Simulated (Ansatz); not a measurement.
# Alloy of SnO2 and TiO2 (6 of 24 Sn sites exchanged), 72 atoms, part 2 of 2

Ansatz 0.2.0, PAW. Earlier steps stand in the parts before.

## Step 3: HSE06 single point

Contents of in.yaml:

```yaml
crystal:
  lattice:
    - [9.464216, 0.000000, 0.000000]
    - [0.000000, 9.464369, 0.000000]
    - [0.000000, 0.000000, 9.471362]
  atoms:
    - { symbol: Sn, position: [0.996060, 0.003624, 0.999291] }
    - { symbol: Sn, position: [0.996053, 0.003632, 0.332622] }
    - { symbol: Sn, position: [0.996056, 0.003629, 0.665955] }
    - { symbol: Sn, position: [0.997705, 0.497450, 0.000110] }
    - { symbol: Sn, position: [0.997705, 0.497452, 0.333443] }
    - { symbol: Sn, position: [0.997704, 0.497453, 0.666777] }
    - { symbol: Sn, position: [0.502275, 0.002052, 0.000126] }
    - { symbol: Sn, position: [0.502274, 0.002052, 0.333459] }
    - { symbol: Sn, position: [0.502274, 0.002050, 0.666793] }
    - { symbol: Sn, position: [0.253977, 0.253773, 0.167271] }
    - { symbol: Sn, position: [0.253978, 0.253774, 0.500604] }
    - { symbol: Sn, position: [0.253976, 0.253773, 0.833936] }
    - { symbol: Sn, position: [0.251791, 0.747943, 0.166459] }
    - { symbol: Sn, position: [0.251784, 0.747949, 0.499792] }
    - { symbol: Sn, position: [0.251792, 0.747942, 0.833126] }
    - { symbol: Sn, position: [0.745916, 0.745704, 0.167226] }
    - { symbol: Sn, position: [0.745918, 0.745706, 0.500559] }
    - { symbol: Sn, position: [0.745917, 0.745705, 0.833893] }
    - { symbol: Ti, position: [0.503661, 0.496015, 0.024398] }
    - { symbol: Ti, position: [0.503648, 0.496028, 0.357736] }
    - { symbol: Ti, position: [0.503672, 0.496006, 0.691074] }
    - { symbol: Ti, position: [0.748021, 0.251755, 0.145301] }
    - { symbol: Ti, position: [0.748020, 0.251757, 0.478631] }
    - { symbol: Ti, position: [0.748033, 0.251741, 0.811971] }
    - { symbol: O, position: [0.153098, 0.156786, 0.000306] }
    - { symbol: O, position: [0.153099, 0.156785, 0.333639] }
    - { symbol: O, position: [0.153100, 0.156783, 0.666971] }
    - { symbol: O, position: [0.152605, 0.651353, 0.999764] }
    - { symbol: O, position: [0.152602, 0.651355, 0.333097] }
    - { symbol: O, position: [0.152606, 0.651353, 0.666430] }
    - { symbol: O, position: [0.656523, 0.157542, 0.999994] }
    - { symbol: O, position: [0.656520, 0.157545, 0.333329] }
    - { symbol: O, position: [0.656523, 0.157539, 0.666668] }
    - { symbol: O, position: [0.647656, 0.643760, 0.000620] }
    - { symbol: O, position: [0.647659, 0.643759, 0.333957] }
    - { symbol: O, position: [0.647664, 0.643754, 0.667288] }
    - { symbol: O, position: [0.355948, 0.351983, 0.000654] }
    - { symbol: O, position: [0.355952, 0.351981, 0.333987] }
    - { symbol: O, position: [0.355955, 0.351979, 0.667320] }
    - { symbol: O, position: [0.348513, 0.847026, 0.999792] }
    - { symbol: O, position: [0.348508, 0.847031, 0.333125] }
    - { symbol: O, position: [0.348510, 0.847027, 0.666458] }
    - { symbol: O, position: [0.842319, 0.343163, 0.999855] }
    - { symbol: O, position: [0.842317, 0.343165, 0.333189] }
    - { symbol: O, position: [0.842318, 0.343163, 0.666527] }
    - { symbol: O, position: [0.842944, 0.846527, 0.000242] }
    - { symbol: O, position: [0.842944, 0.846527, 0.333574] }
    - { symbol: O, position: [0.842943, 0.846530, 0.666909] }
    - { symbol: O, position: [0.098786, 0.404040, 0.166861] }
    - { symbol: O, position: [0.098784, 0.404039, 0.500194] }
    - { symbol: O, position: [0.098786, 0.404040, 0.833526] }
    - { symbol: O, position: [0.095339, 0.904389, 0.166251] }
    - { symbol: O, position: [0.095333, 0.904388, 0.499581] }
    - { symbol: O, position: [0.095338, 0.904388, 0.832915] }
    - { symbol: O, position: [0.600168, 0.399549, 0.164235] }
    - { symbol: O, position: [0.600162, 0.399554, 0.497580] }
    - { symbol: O, position: [0.600166, 0.399553, 0.830920] }
    - { symbol: O, position: [0.595804, 0.901080, 0.166880] }
    - { symbol: O, position: [0.595805, 0.901081, 0.500212] }
    - { symbol: O, position: [0.595804, 0.901079, 0.833547] }
    - { symbol: O, position: [0.404651, 0.099093, 0.166901] }
    - { symbol: O, position: [0.404650, 0.099091, 0.500236] }
    - { symbol: O, position: [0.404650, 0.099092, 0.833569] }
    - { symbol: O, position: [0.409351, 0.590279, 0.166236] }
    - { symbol: O, position: [0.409347, 0.590288, 0.499557] }
    - { symbol: O, position: [0.409351, 0.590281, 0.832896] }
    - { symbol: O, position: [0.895216, 0.104383, 0.165797] }
    - { symbol: O, position: [0.895215, 0.104386, 0.499132] }
    - { symbol: O, position: [0.895218, 0.104382, 0.832465] }
    - { symbol: O, position: [0.900596, 0.595002, 0.166855] }
    - { symbol: O, position: [0.900599, 0.595006, 0.500189] }
    - { symbol: O, position: [0.900598, 0.595005, 0.833524] }
  symmetry: { detect: false }
kpoints:
  mp_grid: { grid: [1, 1, 1], shift: [0.25, 0.25, 0.25] }
hamiltonian:
  xc: hse06
scf:
  occupations: { method: fermi_dirac, width: 0.01 }
output:
  forces: true
  eigenvalues: true
  populations: true
  eigenstates: { kpoints: [[0.25, 0.25, 0.25]], e_range: [-6.0, 6.0], localisation: true }
  write_density: true
  write_potential: true
  elf: true
  volumetric_format: npy
```

Launch:

```sh
$ ansatz run in.yaml --threads 4 --pin off --max-ram 61750MiB --runs-dir r --events-out ev --progress --plain --backend cuda --devices 0, --max-vram 37GiB
```

Standard output:

```text
Pseudopotentials: kind: paw
Functional definition: HSE06
  parameter a = 0.25
  parameter omega = 0.11/bohr
  exchange = pbe_x - a*pbe_x_sr(omega) + a*exact_x_sr(omega)
  correlation = pbe_c
Crystal: 72 atoms, lattice volume = 848.377 Å³
Basis set: ecut = 420 eV, 16663 PW (Γ), exchange–correlation on 128×128×128 points (8 copies of the dense FFT grid, shifted against one another)
Bands: 378, of which v1, the nominal top of the filled ones, is band 306 counted from 1 (305 counted from 0)
Symmetry: 1 space group operations
k-points: 1
Non-local potential: Sn, projectors of the file, l = 0: 2, l = 1: 2, l = 2: 2, l = 3: 2
Non-local potential: Ti, projectors of the file, l = 0: 3, l = 1: 2, l = 2: 3, l = 3: 1
Non-local potential: O, projectors of the file, l = 0: 2, l = 1: 2, l = 2: 1
PAW form: soft (Blöchl's): semilocal exchange-correlation on the pseudo side does not see the compensation charge
PAW frozen core: Sn, regenerated for the run's functional, and the local potential with it (the file was generated under x = pbe(κ = 0.804, μ = 0.2195149727645171), c = pbe(β = 0.06672455060314922))
PAW frozen core: Ti, regenerated for the run's functional, and the local potential with it (the file was generated under x = pbe(κ = 0.804, μ = 0.2195149727645171), c = pbe(β = 0.06672455060314922))
PAW frozen core: O, regenerated for the run's functional, and the local potential with it (the file was generated under x = pbe(κ = 0.804, μ = 0.2195149727645171), c = pbe(β = 0.06672455060314922))
PAW one-centre angular grid: Sn, 590 points (default); XC on 64 Gauss nodes
PAW one-centre angular grid: Ti, 590 points (default); XC on 64 Gauss nodes
PAW one-centre angular grid: O, 110 points (default); XC on 96 Gauss nodes
Initial density: superposition of atomic densities (neutral atoms: chi_scale 0, normalization atom), corrected by the library's trained network
Initial wavefunctions: pseudopotential atomic-orbital guess
Functional: x = pbe(κ = 0.804, μ = 0.2195149727645171), c = pbe(β = 0.06672455060314922), warm-up for x = pbe(κ = 0.804, μ = 0.2195149727645171) + 0.25 (exact − pbe) at short range (hse, ω = 0.20786987370883472 Å⁻¹), c = pbe(β = 0.06672455060314922); HSE06 as pw.x's `hse` composes it (authors' and Libxc's form: `xc: wpbeh`)
SCF iter   1: F=—  HF=-150692.128140 eV  |F-HF|=—  |Δ(HF+E_count)|=         —  Δρ=2.09e-3  dr2=3.37e-2  ethr=1.77e-3  ⟨swp⟩=6.0  Hψ=1680  notcnv=0
preconditioner: auto → none  [insulator: Δε(μ)=2.588 eV  Ē_g=16.774 eV  σ=0.010 eV  W_gap=1.00  n_scr=250 (ndim 8)  ℏωp=30.3 eV  f_vac=0.027  D(μ)=0.00/eV (n_scr^D=0)]
SCF iter   2: F=—  HF=-150692.155748 eV  |F-HF|=—  |Δ(HF+E_count)|=   2.76e-2  Δρ=1.70e-3  dr2=3.05e-2  ethr=5.51e-6  ⟨swp⟩=10.0  Hψ=1420  notcnv=0  defer=3
SCF iter   3: F=—  HF=-150692.151552 eV  |F-HF|=—  |Δ(HF+E_count)|=   4.20e-3  Δρ=8.45e-4  dr2=4.17e-3  ethr=4.99e-6  ⟨swp⟩=9.0  Hψ=941  notcnv=0  defer=3
SCF iter   4: F=—  HF=-150692.153582 eV  |F-HF|=—  |Δ(HF+E_count)|=   2.03e-3  Δρ=5.37e-4  dr2=2.17e-3  ethr=6.82e-7  ⟨swp⟩=20.0  Hψ=1060  notcnv=1
iter 5 solved again at ethr=1.78e-8 eV; its pass at ethr=3.55e-7 eV (dr2=1.09e-4 eV) is discarded
SCF iter   5: F=-150692.153988 eV  HF=-150692.153898 eV  |F-HF|=8.99e-5  |Δ(HF+E_count)|=   3.16e-4  Δρ=1.56e-4  dr2=9.99e-5  ethr=1.78e-8  ⟨swp⟩=6.0  Hψ=1531  notcnv=0  defer=1
SCF 1 stopped early in 5 iterations: F = -150692.153988 eV  dr2 = 9.99e-5
Initial density: handed on by an earlier stage of this run
Initial wavefunctions: those handed on with the density
Functional: x = pbe(κ = 0.804, μ = 0.2195149727645171) + 0.25 (exact − pbe) at short range (hse, ω = 0.20786987370883472 Å⁻¹), c = pbe(β = 0.06672455060314922); HSE06 as pw.x's `hse` composes it (authors' and Libxc's form: `xc: wpbeh`)
Exchange kernel: α = 0.2500, screened, ω = 0.2079 Å⁻¹, Wigner–Seitz truncation, v(0) = 877.8297 eV·Å³, q-mesh 1×1×1, nearest image of the exchange supercell L = 9.46 Å, pair-density grid 48×48×48, without the augmentation charges, whose exchange is taken in its separable form (sized by the pseudopotential files, 64×64×64 at the most)
Frozen-core exchange: fock
SCF iter   1: F=—  HF=-150757.053841 eV  |F-HF|=—  |Δ(HF+E_count)|=         —  Δρ=2.07e-2  dr2=5.16e0  ethr=1.63e-7  ⟨swp⟩=19.0  Hψ=2301  notcnv=0
preconditioner: auto → none  [insulator: Δε(μ)=4.451 eV  Ē_g=19.654 eV  σ=0.010 eV  W_gap=1.00  n_scr=250 (ndim 8)  ℏωp=30.3 eV  f_vac=0.028  D(μ)=0.00/eV (n_scr^D=0)]
SCF iter   2: F=—  HF=-150756.909032 eV  |F-HF|=—  |Δ(HF+E_count)|=   1.45e-1  Δρ=2.35e-2  dr2=5.98e0  ethr=1.63e-7  ⟨swp⟩=8.0  Hψ=1914  notcnv=0
SCF iter   3: F=—  HF=-150755.818670 eV  |F-HF|=—  |Δ(HF+E_count)|=    1.09e0  Δρ=5.01e-3  dr2=1.95e-1  ethr=1.63e-7  ⟨swp⟩=7.0  Hψ=1838  notcnv=0  defer=2
SCF iter   4: F=—  HF=-150756.134140 eV  |F-HF|=—  |Δ(HF+E_count)|=   3.15e-1  Δρ=2.68e-3  dr2=6.52e-2  ethr=1.63e-7  ⟨swp⟩=8.0  Hψ=1701  notcnv=0
SCF iter   5: F=—  HF=-150756.120647 eV  |F-HF|=—  |Δ(HF+E_count)|=   1.35e-2  Δρ=1.12e-3  dr2=1.22e-2  ethr=1.63e-7  ⟨swp⟩=5.0  Hψ=1530  notcnv=0
SCF iter   6: F=—  HF=-150756.123405 eV  |F-HF|=—  |Δ(HF+E_count)|=   2.76e-3  Δρ=7.94e-4  dr2=5.69e-3  ethr=1.63e-7  ⟨swp⟩=10.0  Hψ=1276  notcnv=0
SCF iter   7: F=—  HF=-150756.122306 eV  |F-HF|=—  |Δ(HF+E_count)|=   1.10e-3  Δρ=2.54e-4  dr2=6.93e-4  ethr=1.63e-7  ⟨swp⟩=4.0  Hψ=919  notcnv=0
SCF iter   8: F=—  HF=-150756.122868 eV  |F-HF|=—  |Δ(HF+E_count)|=   5.62e-4  Δρ=2.21e-4  dr2=4.93e-4  ethr=9.02e-8  ⟨swp⟩=5.0  Hψ=884  notcnv=0  defer=4
SCF iter   9: F=-150756.122745 eV  HF=-150756.122771 eV  |F-HF|=2.61e-5  |Δ(HF+E_count)|=   9.70e-5  Δρ=5.55e-5  dr2=7.88e-5  ethr=7.21e-8  ⟨swp⟩=13.0  Hψ=788  notcnv=0  defer=1
SCF 2 stopped early in 9 iterations: F = -150756.122745 eV  dr2 = 7.88e-5
  Residual-converged pass: ⟨swp⟩=4.0  Hψ=1138  notcnv=0  max |occ|·‖R‖ = 6.2e-6 eV (tolerance 6.7e-6 eV)  dr2=7.89e-5  dr2_onsite=2.82e-6  max |Δocc| = 0.0e0
hybrid outer 1: dexx = +3.738e-1 eV, tail = 1.17e-3 eV
SCF iter   1: F=—  HF=-150756.110341 eV  |F-HF|=—  |Δ(HF+E_count)|=         —  Δρ=9.35e-5  dr2=5.59e-5  ethr=9.52e-7  ⟨swp⟩=14.0  Hψ=866  notcnv=0
preconditioner: auto → none  [insulator: Δε(μ)=4.269 eV  Ē_g=19.335 eV  σ=0.010 eV  W_gap=1.00  n_scr=250 (ndim 8)  ℏωp=30.3 eV  f_vac=0.033  D(μ)=0.00/eV (n_scr^D=0)]
SCF iter   2: F=—  HF=-150756.110351 eV  |F-HF|=—  |Δ(HF+E_count)|=   9.79e-6  Δρ=2.64e-5  dr2=1.16e-5  ethr=7.90e-9  ⟨swp⟩=4.0  Hψ=1087  notcnv=0
SCF iter   3: F=—  HF=-150756.110382 eV  |F-HF|=—  |Δ(HF+E_count)|=   3.18e-5  Δρ=2.44e-5  dr2=6.29e-6  ethr=5.04e-10  ⟨swp⟩=6.0  Hψ=1345  notcnv=0  defer=2
SCF iter   4: F=—  HF=-150756.110382 eV  |F-HF|=—  |Δ(HF+E_count)|=   7.95e-7  Δρ=1.02e-5  dr2=1.25e-6  ethr=5.04e-10  ⟨swp⟩=5.0  Hψ=835  notcnv=0
SCF iter   5: F=—  HF=-150756.110382 eV  |F-HF|=—  |Δ(HF+E_count)|=   2.52e-7  Δρ=4.90e-6  dr2=1.32e-7  ethr=1.96e-10  ⟨swp⟩=19.0  Hψ=835  notcnv=0  defer=1
SCF iter   6: F=—  HF=-150756.110382 eV  |F-HF|=—  |Δ(HF+E_count)|=   4.92e-9  Δρ=2.02e-6  dr2=3.46e-8  ethr=1.91e-11  ⟨swp⟩=9.0  Hψ=875  notcnv=0  defer=2
SCF iter   7: F=—  HF=-150756.110382 eV  |F-HF|=—  |Δ(HF+E_count)|=   7.12e-8  Δρ=2.30e-6  dr2=6.68e-8  ethr=4.49e-12 (applied; sched 3.04e-12)  ⟨swp⟩=7.0  Hψ=848  notcnv=0  defer=4
SCF iter   8: F=-150756.110382 eV  HF=-150756.110382 eV  |F-HF|=9.69e-9  |Δ(HF+E_count)|=   1.11e-8  Δρ=9.25e-7  dr2=1.05e-8  ethr=4.49e-12 (applied; sched 3.04e-12)  ⟨swp⟩=5.0  Hψ=783  notcnv=0  defer=2
SCF 3 converged in 8 iterations: F = -150756.110382 eV  dr2 = 1.05e-8
  Residual-converged pass: ⟨swp⟩=3.0  Hψ=741  notcnv=0  max |occ|·‖R‖ = 2.0e-6 eV (tolerance 2.7e-6 eV)  dr2=1.08e-8  dr2_onsite=5.40e-10  max |Δocc| = 0.0e0
hybrid outer 2: dexx = +2.823e-5 eV, tail = 6.45e-7 eV, Δε = 4.33e-3 eV (about 1.23e-4 eV left of the loop's levels), ΔF = 9.67e-3 eV/Å (tail 1.33e-3)
SCF iter   1: F=—  HF=-150756.110374 eV  |F-HF|=—  |Δ(HF+E_count)|=         —  Δρ=2.08e-6  dr2=4.49e-8  ethr=5.27e-10  ⟨swp⟩=20.0  Hψ=1022  notcnv=1
preconditioner: auto → none  [insulator: Δε(μ)=4.268 eV  Ē_g=19.335 eV  σ=0.010 eV  W_gap=1.00  n_scr=250 (ndim 8)  ℏωp=30.3 eV  f_vac=0.033  D(μ)=0.00/eV (n_scr^D=0)]
SCF iter   2: F=-150756.110374 eV  HF=-150756.110374 eV  |F-HF|=1.00e-8  |Δ(HF+E_count)|=   2.61e-8  Δρ=1.03e-6  dr2=1.13e-8  ethr=5.97e-12  ⟨swp⟩=19.0  Hψ=922  notcnv=0  defer=1
SCF 4 converged in 2 iterations: F = -150756.110374 eV  dr2 = 1.13e-8
  Residual-converged pass: ⟨swp⟩=3.0  Hψ=691  notcnv=0  max |occ|·‖R‖ = 2.5e-6 eV (tolerance 2.6e-6 eV)  dr2=1.14e-8  dr2_onsite=1.01e-9  max |Δocc| = 0.0e0
[... from here the SCF cycle lines were not kept, up to the last twenty ...]
hybrid outer 3: dexx = +2.903e-8 eV, tail = 2.55e-8 eV, Δε = 8.48e-5 eV (about 1.71e-5 eV left of the loop's levels), ΔF = 2.20e-4 eV/Å (tail 5.10e-4)
NSCF: frozen V_eff on 1 k-points
hybrid SCF converged: 3 outer / 19 inner (+5 warm-up), last move |dexx| = 2.90e-8 eV, tail = 2.55e-8 eV
Stability not checked: this state was not tested for a lower state beside it, because the functional holds exact exchange (a hybrid, or Hartree-Fock), whose exchange loop this test does not read (fock_operator; see scf.lower_state_search)
Free energy (F): -150756.110374 eV
Harris-Foulkes:  -150756.110374 eV  (|F-HF|=1.00e-8)
Internal energy: -150756.110374 eV  (E = F + TS)
E sigma→0 (E₀):  -150756.110374 eV
Fermi energy:    9.888747 eV
--- Per-component energies (eV) ---
  E_band       = -3670.224102
  E_kinetic    = 13506.861214
  E_local      = -35433.554220  (includes V_loc(G=0)·N_el)
  E_nonlocal   = 1715.391875
  E_hartree    = 17113.025236
  E_xc         = -8676.897970
  E_vxc        = -5521.170121  (∫ρ·V_xc dr)
  E_exx        = -1839.550966  (= α·E_x^exact, valence–valence)
  E_paw        = -89071.201064  (= ΣΔE_a)
  E_vpaw       = -8484.819846  (= ΣTr[D̂ρ^β])
  E_aug_tail   = 0.118319  (compensation charges beyond the density's cutoff)
  E_ewald      = -48072.651232
  E_core_change = 2.348411  (= ΣΔE_core)
  E_smearing   = -0.000000  (= −TS)
  E_closure    = 0.000024  (closes the sum)
  Σ components = -150756.110374   (vs F -150756.110374, Δ=-2.91e-11)
--- Forces (eV/Å), atoms counted from 1 ---
  atom   1  Sn    -0.00963231     0.00823322     0.00608059
  atom   2  Sn    -0.00946771     0.00787287     0.00600428
[... 31 atoms left out ...]
  atom  34  O      0.10881578     0.12930229     0.04526476
  atom  35  O      0.10867425     0.12922555     0.04469537
  atom  36  O      0.10854283     0.12938243     0.04502212
[... 1 atom left out ...]
  atom  38  O     -0.12892799    -0.10864265     0.04435845
  atom  39  O     -0.12891000    -0.10855927     0.04441372
[... 27 atoms left out ...]
  atom  67  O      0.13100995    -0.12960023    -0.04682487
  atom  68  O      0.13101912    -0.12964998    -0.04678513
  atom  69  O      0.13114054    -0.12968822    -0.04652011
[... 3 atoms left out ...]
  max |Σ_I F_I| component: 6.98e-5 eV/Å
--- Band table (eV) ---
  k-point 0: bands = [... 294 lower levels ..., "7.1087", "7.1249", "7.1456", "7.1816", "7.1947", "7.2683", "7.2688", "7.2993", "7.3896", "7.4012", "7.4587", "7.7547", "12.0228", "12.3743", "12.4346", "12.6102", "12.7006", "12.7096", "12.7346", "12.7614", "12.7778", "12.9165", "12.9358", "12.9721", ... 60 higher levels ...]
--- Löwdin populations: 72 sites ---
  site symbol       q [e]
     0     Sn     12.1697
     1     Sn     12.1697
[... 70 atoms left out ...]
  spilling = 0.005126 (of n_electrons = 612.000000)
```

Wall time 44 s (1 × NVIDIA H100 80GB HBM3 with 4 threads of AMD EPYC 7R13, shared host); peak host memory 2.8 GiB.

Spacing of the frontier levels at the single k point (¼, ¼, ¼): 4.27 eV (7.755 to 12.023 eV).

Frontier states and how far they spread:

```
level (eV)  spin  filling  atoms sharing it  main element  its share  largest atom
     -0.46  both     2.00              26.9             O       0.96             –
     -0.37  both     2.00              36.3             O       0.97             –
     -0.35  both     2.00              27.7             O       0.97             –
     -0.30  both     2.00              25.0             O       0.98             –
      0.00  both     2.00              38.3             O       0.98             –
      4.27  both     0.00              41.3             O       0.42             –
      4.62  both     0.00               8.5            Ti       0.78   Ti22 (0.18)
      4.68  both     0.00              11.9            Ti       0.61   Ti22 (0.16)
```

On these atoms HSE06 leaves forces up to 0.19 eV/Å (on O69), as they were relaxed at another level of theory (and may have been on other k points).

Density in a lattice plane of the grid's cell (edges 9.46 and 9.46 Å, at 0.000 of the third edge), which holds Sn and O.

Ten even steps from '0' (0.03 e/Å³) to '9' (17.08 e/Å³):
```
310000000001310000000001
000000001100000000001100
000000014300000000014300
000000002100000000002100
000000000000000000000000
000110000000000110000000
000341000000001331000000
000110000000000220000000
310000000001210000000001
940000000003530000000005
310000000001310000000002
000000001100000000001100
000000013410000000014300
000000001100000000012100
000000000000000000000000
000120000000000120000000
000341000000000341000000
000110000000000110000000
410000000001320000000002
940000000004950000000005
```
Columns run along the first of these edges and rows up along the second, over one cell in 24 and 20 even steps from the bottom left corner. Atoms in the plane (fractional): Sn at (1.00, 0.00), Sn at (1.00, 0.50), Sn at (0.50, 0.00), O at (0.15, 0.16), O at (0.15, 0.65), O at (0.66, 0.16), O at (0.65, 0.64), O at (0.36, 0.35), O at (0.35, 0.85), O at (0.84, 0.34), O at (0.84, 0.85).

ELF in the same plane.

Ten even steps from ' ' (0.00) to '@' (0.85):
```
  ..::      ..**##++::..  ..::..    ::**##==::..
::....      **@@@@@@##::::....      ##@@@@@@**::
          ..##@@==**@@++          ..%%@@--##@@==
            --%%%%@@@@++            ==%%%%@@@@==
  ..++##**::  --**##++..    ==**++::..--####++  
  ++@@@@%%%%--            ++@@@@@@##::          
  ++@@**==@@##..          ##@@**==@@**          
::::##@@@@@@**          ..::%%@@@@@@**      ....
  ..::++##**::      ..####**::**%%##::    ..::..
    ::..            --##..**==  ..        ..::  
  ..::..    ..**%%**::**##%%::      ..++**==::..
::::..      ++@@@@@@%%::....        **@@@@@@**::
            **@@++++@@##          ..%%@@--##@@==
      ....  ::%%%%@@@@**      ......++@@%%@@@@==
  ..**%%##--..::++##++..    ++%%%%==..==%%%%++  
  ++@@@@%%%%==            ==@@@@%%@@++....      
..++@@**==@@##..          ==@@##--@@%%..        
::::**@@@@@@**      ..::::::**@@@@@@**      ..::
  ..::==**++..    ..::..  ..::==**++..    ..::..
    ::..          ..::      ::..          ..::  
```
Columns run along the first of these edges and rows up along the second, over one cell in 24 and 20 even steps from the bottom left corner. Atoms in the plane (fractional): Sn at (1.00, 0.00), Sn at (1.00, 0.50), Sn at (0.50, 0.00), O at (0.15, 0.16), O at (0.15, 0.65), O at (0.66, 0.16), O at (0.65, 0.64), O at (0.36, 0.35), O at (0.35, 0.85), O at (0.84, 0.34), O at (0.84, 0.85).

Both are smooth fields of the valence electrons: close to the nuclei they are not physical.

Maxima of ELF outside the ion cores: 0.86 beside O, off the lines to its neighbours, 0.7 Å from O; 0.84 in the shell around O, 0.7 Å from O; 0.82 on the O–Sn line, 0.7 Å from O.

## Step 4: Outcome

What follows sums up all 2 parts. Changes of volume or cell count from the first structure of part 1.

| level | time | top filled to lowest empty (eV) |
| --- | --- | --- |
| PBEsol, relaxation | 28 s (GPU) | 2.53 |
| HSE06 | 44 s (GPU) | 4.27 |

```
     quantity                                                                      value
   relaxation                                          10 recorded steps, 2.44 eV gained
largest shift                                                              0.24 Å (Ti19)
 relaxed cell  a = 9.464 Å, b = 9.464 Å, c = 9.471 Å, α = 90.00°, β = 90.00°, γ = 90.00°
   mean bonds                                                   O–Sn 2.061, O–Ti 2.008 Å
```

**In words.** The relaxation lowers the energy by 2.44 eV; the largest shift is 0.24 Å (Ti19), while the volume changes by +0.7 %. The mean lengths of the listed bonds run from O–Ti 2.01 Å to O–Sn 2.06 Å. At the same k points, PBEsol gives a spacing 1.74 eV smaller than the 4.27 eV of HSE06. With one k point the spacing samples only the states that fold onto it, so it can exceed the gap over the zone.
